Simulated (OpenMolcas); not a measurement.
**Ti²⁺ among point charges: CASSCF and CASPT2 levels and susceptibility**

How does a field of 6 point charges split the states of Ti²⁺, and what χT follows?

The numbers are computed with OpenMolcas 26.06 (state-averaged CASSCF and CASPT2, spin-orbit coupling by RASSI with atomic mean-field integrals), except any that are marked as measured or tabulated.

## Step 1: The atom as given

* Species: Ti²⁺ (titanium, Z = 22, 20 electrons)
* Basis: ANO-RCC-VDZP [5s4p2d1f], 34 functions
* Scalar Hamiltonian: DKH2, point nucleus
* Inactive shells: 1s 2s 2p 3s 3p
* Active space: 2 electrons in 5 orbitals (3d)
* Some configurations of this space: 3d²
* Orbitals: optimised for each spin and parity, averaged over all roots

The outer shells:

3d2
```
3d [↑ ][↑ ][  ][  ][  ]
```

The ion sits among 6 point charges of -2 e arranged as a trigonal antiprism (D3d), 2.3 Å from the ion, with a polar angle of 60.2° against the regular 54.74°.

The work runs as a chain of OpenMolcas steps in one folder; each step below is one input file. Labels, J, g values, rates, χT and fits are worked out afterwards by a script from the matrices that RASSI stores. The input lists half of the charges; inversion (Group=XYZ) makes the rest.

## Step 2: One- and two-electron integrals

Input file a.inp:

```
&GATEWAY
Coord
1

Ti 0.0 0.0 0.0
Basis=ANO-RCC-VDZP
Group=XYZ
NoMove
AngMom=0.0 0.0 0.0
AMFI
XField
3 Angstrom 0
0.000000 1.996043 1.142721 -2.000000
1.728624 -0.998022 1.142721 -2.000000
1.728624 0.998022 -1.142721 -2.000000
&SEWARD
```

Started as:

```
$ OMP_NUM_THREADS=1 MOLCAS_MEM=1689 MOLCAS_PROJECT=a pymolcas a.inp > a.log
```

Log:

```text
Basis set label: TI.ANO-RCC...5S4P2D1F.

      Electronic valence basis set:
      ------------------
      Associated Effective Charge  22.000000 au
      Associated Actual Charge     22.000000 au
      Nuclear Model: Point charge

      Shell  nPrim  nBasis  Cartesian Spherical Contaminant
         s      21       5        X
         p      15       4        X
         d      10       2                 X
         f       6       1                 X
                  Relativistic Douglas-Kroll-Hess integrals:
                    - DKH order of Hamiltonian: 2
                    - DKH order of Properties : 0
                  Atomic mean-field integrals
```

## Step 3: CASSCF: triplets of even parity, 10 roots

Input file a.inp:

```
&RASSCF
FileOrb=start.orb
Symmetry=1
Spin=3
nActEl=2 0 0
Inactive=3 6
Ras2=5 0
CIRoot=10 10 1
SDav=10
CIMx=300
Iter=120 100
PrWF=0.3
OrbListing=Nothing
MaxOrb=0
>>> COPY $Project.JobIph JOB001
```

start.orb holds the contracted functions of the basis, ordered by shell, or the orbitals of the step before.

Log, cut to the lines that bear on the results:

```text
[...]
      Number of active orbitals                  5
[...]
      Spin quantum number                      1.0
[...]
      Active orbitals                            5   0
[...]
      Number of CSFs                            10
      Number of root(s) required                10
[...]
      Convergence after 14 iterations
[...]
      Natural orbitals and occupation numbers for root  1
      sym 1:   0.000000   0.026400   0.973600   0.973600   0.026400
      Natural orbitals and occupation numbers for root  2
      sym 1:   0.026400   0.973600  -0.000000   0.026400   0.973600
      Natural orbitals and occupation numbers for root  3
      sym 1:   0.000012   0.999988   0.000000   0.999988   0.000012
::    RASSCF root number  1 Total energy:   -857.61561382
::    RASSCF root number  2 Total energy:   -857.61561382
::    RASSCF root number  3 Total energy:   -857.60626641
[...]
::    RASSCF root number  7 Total energy:   -857.55157597
::    RASSCF root number  8 Total energy:   -857.53547799
::    RASSCF root number  9 Total energy:   -857.53547799
::    RASSCF root number 10 Total energy:   -857.50214720
```

## Step 4: CASSCF: singlets of even parity, 15 roots

Input file a.inp:

```
&RASSCF
FileOrb=start.orb
Symmetry=1
Spin=1
nActEl=2 0 0
Inactive=3 6
Ras2=5 0
CIRoot=15 15 1
SDav=15
CIMx=300
Iter=120 100
PrWF=0.3
OrbListing=Nothing
MaxOrb=0
>>> COPY $Project.JobIph JOB002
```

Log, cut to the lines that bear on the results:

```text
[...]
      Number of active orbitals                  5
[...]
      Spin quantum number                      0.0
[...]
      Active orbitals                            5   0
[...]
      Number of CSFs                            15
      Number of root(s) required                15
[...]
      Convergence after 11 iterations
[...]
      Natural orbitals and occupation numbers for root  1
      sym 1:   0.006109   1.834408   0.076687   0.006108   0.076688
      Natural orbitals and occupation numbers for root  2
      sym 1:   0.026548   0.973611   0.973335   0.026506   0.000000
      Natural orbitals and occupation numbers for root  3
      sym 1:   0.842404   1.088033   0.014285   0.055180   0.000098
::    RASSCF root number  1 Total energy:   -857.57427466
::    RASSCF root number  2 Total energy:   -857.57165778
::    RASSCF root number  3 Total energy:   -857.57165777
[...]
::    RASSCF root number 12 Total energy:   -857.49809170
::    RASSCF root number 13 Total energy:   -857.46865108
::    RASSCF root number 14 Total energy:   -857.46865108
::    RASSCF root number 15 Total energy:   -857.38676203
```

## Step 5: State interaction with spin-orbit coupling

Input file a.inp:

```
&RASSI
NrOfJobIphs=2 10 15
1 2 3 4 5 6 7 8 9 10
1 2 3 4 5 6 7 8 9 10 11 12 13 14 15
IphNames
JOB001
JOB002
EJob
SpinOrbit
DIPRint=1.0
SOCoupling=1000.0
Subsets=2
Property=9
'ANGMOM' 1 'ANGMOM' 2 'ANGMOM' 3 'MLTPL  1' 1 'MLTPL  1' 2 'MLTPL  1' 3
'AMFI' 1 'AMFI' 2 'AMFI' 3
SOProperty=3
'ANGMOM' 1 'ANGMOM' 2 'ANGMOM' 3
```

Log, cut to the lines that bear on the results:

```text
SPIN-FREE ENERGIES:
  (Shifted by EMIN (a.u.) =       -857.6156138212)
 SF State       Relative EMIN(au)   Rel lowest level(eV)    D:o, cm**(-1)      L_eff
     1             0.0000000000        0.0000000000              0.0000         2.8
     2             0.0000000053        0.0000001438              0.0012         2.8
     3             0.0093474083        0.2543559380           2051.5190         2.9
     4             0.0235646504        0.6412268034           5171.8430         2.8
     5             0.0235646621        0.6412271229           5171.8455         2.8
    11             0.0413391589        1.1248958207           9072.8967         2.9
     6             0.0413434798        1.1250133988           9073.8450         2.9
    12             0.0439560427        1.1961048568           9647.2363         2.8
    13             0.0439560519        1.1961051066           9647.2383         2.8
    14             0.0608602252        1.6560910953          13357.2755         2.3
[...]
Eigenvalues of complex Hamiltonian:
   -----------------------------------
  (Shifted by EMIN (a.u.) =       -857.6156138212)
 SO State       Relative EMIN(au)   Rel lowest level(eV)    D:o, cm**(-1)     J-value
     1            -0.0002650479        0.0000000010              0.0000         2.4
     2            -0.0002650479        0.0000000000              0.0000         2.4
     3            -0.0000368937        0.0062083919             50.0741         2.6
     4            -0.0000368885        0.0062085340             50.0752         2.6
     5             0.0001867890        0.0122951092             99.1667         2.4
     6             0.0002268395        0.0133849381            107.9568         2.5
     7             0.0093455338        0.2615172510           2109.2789         2.5
     8             0.0093455338        0.2615172519           2109.2789         2.5
     9             0.0093716228        0.2622271688           2115.0048         2.7
    10             0.0235276328        0.6474318257           5221.8898         2.7
    11             0.0235276344        0.6474318670           5221.8902         2.7
[...]
```

Time for these steps: 5.6 s (1 thread of Arm Neoverse V1, shared host).

States without spin-orbit coupling:

```
state  degeneracy  E (cm-1)  free-ion L (%)
   3E           2         0          F (91)
  3A2           1      2052         F (100)
   3E           2      5172          F (94)
  1A1           1      9073          G (50)
  3A1           1      9074         F (100)
   1E           2      9647          D (58)
   1E           2     13357          D (84)
  3A2           1     14055          F (90)
   1E           2     17450          G (90)
   3E           2     17588          P (85)
  1A1           1     21689          G (52)
  1A1           1     23890          G (86)
   1E           2     24181          G (75)
  3A2           1     24903          P (90)
  1A2           1     25793         G (100)
   1E           2     32255          G (76)
  1A1           1     50227          S (84)
```

With spin-orbit coupling:

```
E (cm-1)  Degeneracy  Label  2S+1               g
     0.0           2      E     3  0.00 0.00 2.20
    50.1           2      E     3  0.00 0.00 1.69
    99.2           1     A1     3                
   108.0           1     A2     3                
    2109           2      E     3  0.00 0.00 3.85
    2115           1     A1     3                
    5222           2      E     3  0.00 0.00 3.33
    5231           2      E     3  0.00 0.00 0.77
    5237           1     A1     3                
    5241           1     A2     3                
    9121           2      E     3  0.00 0.00 3.82
    9133           1     A2     3                
    9136           1     A1     1                
    9716           2      E     1  0.00 0.00 1.81
   13401           2      E     1  0.00 0.00 0.49
   14114           1     A1     3                
   14131           2      E     3  0.00 0.00 4.15
   17473           2      E     1  0.00 0.00 0.06
   17580           1     A1     3                
   17584           1     A2     3                
   17668           2      E     3  0.00 0.00 1.07
   17725           2      E     3  0.00 0.00 5.11
   21746           1     A1     1                
   23943           1     A1     1
```

Principal g values are given for doublets only; a zero marks a field direction without first-order Zeeman splitting.

Powder χT (cm³ K/mol): 0.18 at 2 K, 0.21 at 5 K, 0.28 at 10 K, 0.40 at 20 K, 0.64 at 50 K, 0.83 at 100 K, 0.92 at 150 K, 0.97 at 200 K, 1.02 at 250 K, 1.05 at 300 K.

Orbitals of the lowest block (energies include the constant potential of the surroundings):

```
shell     space  energy (hartree)  mean occupation  ⟨r²⟩ (bohr²)
   1s  inactive         -182.2666            2.000       0.00647
   2s  inactive          -19.5139            2.000         0.123
   2p  inactive          -15.6848            6.000         0.102
   3s  inactive           -0.7572            2.000          1.17
   3p  inactive            0.3471            6.000          1.38
   3d      RAS2                              2.000          3.12
```

## Step 6: CASPT2: IPEA 0.25, imaginary shift 0.1 (closed shells correlated: 3s 3p)

Input file a.inp:

```
>>> COPY JOB001 $Project.JobIph
&CASPT2
Multistate=10 1 2 3 4 5 6 7 8 9 10
NoMult
Frozen=2 3
IPEA=0.25
Imaginary=0.1
MaxIter=60
WThr=0.0 0.3 0.05
PrWF=0.5
NoMix
>>> COPY JOB002 $Project.JobIph
&CASPT2
Multistate=15 1 2 3 4 5 6 7 8 9 10 11 12 13 14 15
NoMult
Frozen=2 3
IPEA=0.25
Imaginary=0.1
MaxIter=60
WThr=0.0 0.3 0.05
PrWF=0.5
NoMix
```

Started as:

```
$ OMP_NUM_THREADS=1 MOLCAS_MEM=1689 MOLCAS_PROJECT=a pymolcas a.inp > a.log
```

Log, cut to the lines that bear on the results:

```text
[...]
      Active orbitals                            5   0
[...]
      E2 (Variational):          -0.2403209499
      Total energy:            -857.8559347711
[...]
::    CASPT2 Root  1     Total energy:   -857.85593477
::    CASPT2 Root  2     Total energy:   -857.85610212
[...]
::    CASPT2 Root 12     Total energy:   -857.74196461
::    CASPT2 Root 13     Total energy:   -857.70746018
::    CASPT2 Root 14     Total energy:   -857.70743279
::    CASPT2 Root 15     Total energy:   -857.64986384
```

This run took 2 s in all on 1 thread of Arm Neoverse V1, shared host.

SS-CASPT2: lowest energy less the reference's lowest, -0.2404 hartree; reference weights 0.907 to 0.955.

Spin-free states, with their symmetry labels:

```
state  degeneracy  E (cm-1)  free-ion L (%)
   3E           2         0          F (91)
  3A2           1      3608         F (100)
  1A1           1      5766          G (50)
   3E           2      6256          F (94)
   1E           2      7763          D (58)
  3A1           1     10627         F (100)
   1E           2     11215          D (84)
   1E           2     15840          G (90)
  3A2           1     16236          F (90)
   3E           2     16499          P (85)
  1A1           1     20461          G (52)
  1A1           1     22119          G (86)
   1E           2     23187          G (75)
  3A2           1     24718          P (90)
  1A2           1     25032         G (100)
   1E           2     32608          G (76)
  1A1           1     45246          S (84)
```

With spin-orbit coupling:

```
E (cm-1)  Degeneracy  Label  2S+1               g
       0           2      E     3  0.00 0.00 2.22
      52           2      E     3  0.00 0.00 1.70
     100           1     A1     3                
     110           1     A2     3                
    3660           2      E     3  0.00 0.00 3.86
    3670           1     A1     3                
    5790           1     A1     1                
    6300           2      E     3  0.00 0.00 2.85
    6310           2      E     3  0.00 0.00 1.24
    6320           1     A2     3                
    6360           1     A1     3                
    7830           2      E     1  0.00 0.00 1.89
   10680           2      E     3  0.00 0.00 3.85
   10690           1     A2     3                
   11280           2      E     1  0.00 0.00 0.47
   15890           2      E     1  0.00 0.00 0.06
   16290           1     A1     3                
   16300           2      E     3  0.00 0.00 4.17
   16490           1     A1     3                
   16490           1     A2     3                
   16570           2      E     3  0.00 0.00 1.89
   16620           2      E     3  0.00 0.00 5.89
   20520           1     A1     1                
   22180           1     A1     1
```

Powder χT (cm³ K/mol): 0.18 at 2 K, 0.22 at 5 K, 0.28 at 10 K, 0.40 at 20 K, 0.65 at 50 K, 0.84 at 100 K, 0.92 at 150 K, 0.97 at 200 K, 1.01 at 250 K, 1.04 at 300 K.

## Step 7: The methods side by side

A. CASSCF
B. SS-CASPT2, IPEA 0.25, imaginary shift 0.1 (closed shells correlated: 3s 3p)

```
method  ground state  first state of that spin (cm-1)  first gap with spin-orbit (cm-1)  χT at 300 K
     A            3E                         3A2 2052                              50.1         1.05
     B            3E                         3A2 3608                              51.6         1.04
```

## Step 8: Summary of results

```
                                            quantity                                                                        value
                                              method  SS-CASPT2, IPEA 0.25, imaginary shift 0.1 (closed shells correlated: 3s 3p)
                              spin-free ground state                                               3E, 2-fold in its orbital part
first state of the same spin within the active space                                                             3A2 at 3610 cm⁻¹
                                        lowest level                                               2-fold E, g = 0.00, 0.00, 2.22
                                          next level                                                                    51.6 cm⁻¹
                                         χT at 300 K                                                               1.04 cm³ K/mol
                           effective moment at 300 K                                                                      2.89 μB
```

Cost by method:

```
                                              method  time of its own steps  time with the reference
                                           A. CASSCF                  5.6 s                    5.6 s
B. SS-CASPT2, IPEA 0.25, imaginary shift 0.1, +3s 3p                    2 s                    7.6 s
```

Times are of one thread on a shared host.

**Reading.** The spin-free ground state (3E) comes to 91 % from free-ion F terms and keeps the highest spin of the shell. χT at 300 K is 1.04, against 1.00 cm³ K/mol for the spin alone; near agreement at one temperature doesn't show that the orbital moment is quenched. CASPT2 does not keep the components of a term degenerate, and the means are used. The field of point charges can differ much from that of real complexes. Point charges carry no covalency, so the field is a model and not that of real ligands.
